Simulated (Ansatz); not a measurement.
**YAu (CsCl type): equation of state**

One table from this session's results is given with a row withheld; the runs are named, their logs left out.

Program: Ansatz 0.2.0. Level of theory: DFT PBEsol, scalar-relativistic, plane waves, PAW. These are calculated values, not measurements.

1 further run of the same task is left out (set aside as unsound or not needed).

## The structure to begin with

Symmetry: Pm-3m, No. 221, cubic system. Conventional cell: a = 3.546 Å, b = 3.546 Å, c = 3.546 Å, α = 90.00°, β = 90.00°, γ = 90.00°. Around Y (site symmetry m-3m) lie 8 Au at 3.07 Å. Around Au (site symmetry m-3m) lie 8 Y at 3.07 Å.

Coordinates:

```cif
data_structure
_symmetry_space_group_name_H-M 'Pm-3m'
_symmetry_Int_Tables_number 221
_cell_length_a 3.5465
_cell_length_b 3.5465
_cell_length_c 3.5465
_cell_angle_alpha 90.000
_cell_angle_beta 90.000
_cell_angle_gamma 90.000
_cell_volume 44.61
loop_
_atom_site_label
_atom_site_type_symbol
_atom_site_symmetry_multiplicity
_atom_site_Wyckoff_symbol
_atom_site_fract_x
_atom_site_fract_y
_atom_site_fract_z
_atom_site_occupancy
Y1 Y 1 a 0.00000 0.00000 0.00000 1
Au1 Au 1 b 0.50000 0.50000 0.50000 1
```

An earlier run at PBEsol left this cell at 22.303 Å³/atom and 0.01 GPa (8×8×8 mesh).

Volume factors to run: 0.980, 1.020, 0.960, 1.040.

Set-up of the first run:

Contents of input.yaml:

```yaml
crystal:
  lattice:
    - [3.5226633719, 0.0, 0.0]
    - [0.0, 3.5226633719, 0.0]
    - [0.0, 0.0, 3.5226633719]
  atoms:
    - { symbol: "Y", position: [0.0, 0.0, 0.0] }
    - { symbol: Au, position: [0.5, 0.5, 0.5] }
basis:
  ecutwfc: 420
  ecutrho_ratio: 4
kpoints:
  mp_grid: { grid: [8, 8, 8] }
hamiltonian:
  xc: pbesol
scf:
  occupations: { method: gaussian, width: 0.05 }
output:
  forces: true
  stress: true
  eigenvalues: true
```

Run with:

```
ansatz run input.yaml --threads 4 --pin off --max-ram 4096MiB --backend cpu --events-out ev --progress --plain --runs-dir out
```

Steps of the session up to this table: At 0.980 of the relaxed volume; Scaling the volume by 1.020; Volume × 0.960; Volume × 1.040.

One of the session's tables, all rows but one given; the rest of the session is left out.

It belongs to the step «Energy and pressure against volume». 

```
volume (Å³/atom)  energy (meV/atom)  pressure (GPa)
          21.411              11.37            4.29
          21.857               2.68            2.04
          22.303               0.00            0.01
          22.749                  ?               ?
          23.195              10.12           -3.40
```

**Question.** Estimate the row for volume (Å³/atom) = 22.749.

Worked estimate for «energy (meV/atom)». A straight line through the neighbours (22.303, 0.00) and (23.195, 10.12) gives 0.00 + (10.12 − 0.00) × (22.749 − 22.303) / (23.195 − 22.303) = 5.06; a parabola fitted to 3 rows on both sides gives 2.48.

As computed: energy (meV/atom): 2.71; pressure (GPa): -1.80. In «energy (meV/atom)» the line misses by +2.35 and the parabola by -0.23.
